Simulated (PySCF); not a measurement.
**The bond of BPd, level by level**

One job finds the state of BPd, follows it along the bond with each method and fits the curves.

Program: PySCF 2.14.0. Level of theory: B def2-TZVPP, Pd def2-TZVPP with ECP28, scalar-relativistic core potentials. These are calculated values, not measurements.

## (1) Input

The job is set up so:

```json
{
  "atoms": "B, Pd",
  "charge": "0",
  "basis": "B def2-TZVPP, Pd def2-TZVPP with ECP28",
  "Hamiltonian": "scalar-relativistic core potentials",
  "basis functions": "87",
  "electrons treated": "23",
  "masses in u": "11.0093, 105.9035",
  "levels": "PBE0, PBE, r²SCAN, M06-L, BLYP, PW91, M06-2X, CAM-B3LYP, HF, MP2, SCS-MP2",
  "grid": "80 radial by 434 angular points",
  "occupations": "held fixed by the projection of orbital angular momentum",
  "dissociation limit": "B + Pd, each in its ground configuration",
  "starting distance in angstrom": "2.000",
  "values of 2S to try": "1, 3"
}
```

The run is started by

```
OMP_NUM_THREADS=1 python dia.py task.json out
```

After this run come: First curve: PBE0; Higher solutions at PBE0; PBE; r²SCAN (meta-GGA); M06-L; BLYP (GGA); PW91 (GGA); M06-2X (hybrid meta-GGA); CAM-B3LYP; ROHF.

Before running it: what results should come out? Wanted: for each run, Re; ωe; De; μ.

The runs gave:

Lowest PBE0 solution found, without spin–orbit coupling: ²Σ⁺ (doublet), unpaired electrons σ ↑. State 2 has its PBE0 minimum 1.27 eV higher. State 3 has its PBE0 minimum 2.68 eV higher. The other levels ran on the lowest alone.

```tsv
level	Re (Å)	ωe (cm⁻¹)	De (eV)	μ (D)
PBE	1.777	784	4.61	1.24
PW91	1.776	785	4.63	1.21
BLYP	1.787	765	4.31	1.14
r²SCAN	1.764	800	4.61	1.39
M06-L	1.795	758	4.08	1.42
PBE0	1.770	772	3.90	1.45
M06-2X	1.747	791	3.26	1.18
CAM-B3LYP	1.767	764	3.58	1.53
```

De is counted to B + Pd in their ground configurations. A positive dipole means B(−)Pd(+). No constants: ROHF (fits of two degrees disagree); ROHF-MP2 (the points don't follow one smooth fit); ROHF-SCS-MP2 (the points don't follow one smooth fit).

What this shows: The methods spread over 0.047 Å in bond length, from M06-2X to M06-L. Of the levels with a De here, M06-2X gives the least (3.26 eV) and PW91 the most (4.63 eV).

Correlated steps freeze 1 core orbital. The state is the lowest single determinant that the PBE0 search found; with open d or f shells the true ground state can be another one. Spin–orbit coupling is left out.
